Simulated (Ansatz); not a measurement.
Crystal: SiO.

```
Si O
1.0
     2.80697    0.00000    0.00000
     0.00000    2.80697    0.00000
     0.00000    0.00000    2.80697
Si O
1 1
Direct
  0.00000 0.00000 0.00000
  0.50000 0.50000 0.50000
```

The cell was built by a generator and needn't be a form met in nature.

- Program: Ansatz 0.2.0
- Task: relaxation of cell and atoms
- Functional: PBEsol
- Dispersion: D3(BJ)-ATM
- Potentials or basis: Ansatz PAW
- Cutoff: 420 eV (not typed: the program's choice for these potentials)
- k mesh: 9 × 9 × 9
- Occupations: fermi-dirac, width 0.05 eV
- Spin: no spin polarisation

At the start: volume 11.06 Å³/atom.

**Question.** Where does the relaxation end?

**Answer.** It ends after 7 steps and the volume is 10.47 Å³/atom (-5.4 %); space group Pm-3m (No. 221, to 0.05 Å).

Step by step:
```tsv
step	energy change (eV)	largest force (eV/Å)	volume (Å³)
1	0.0000	0.0000	22.12
2	-0.0256	0.0000	21.26
3	-0.0284	0.0000	20.93
4	-0.0283	0.0000	20.98
5	-0.0250	0.0000	20.98
6	-0.0252	0.0000	20.93
7	-0.0250	0.0000	20.93
```

Final structure:
```yaml
crystal:
  lattice:
    - [2.75589, 0.00000, 0.00000]
    - [0.00000, 2.75589, 0.00000]
    - [0.00000, 0.00000, 2.75589]
  atoms:
    - { symbol: Si, position: [0.00000, 0.00000, 0.00000] }
    - { symbol: O, position: [0.50000, 0.50000, 0.50000] }
```

Caveat: the plane-wave basis is chosen anew once the cell has moved, so the energies of steps on either side of that aren't comparable; the pressure holds a Pulay correction of +0.6 GPa for the finite cutoff; pairwise dispersion overbinds metals, which lowers pressure and volume; the PAW data sets come from PBE, with cores solved anew for the run's functional, which leaves a small shift of forces and pressure.
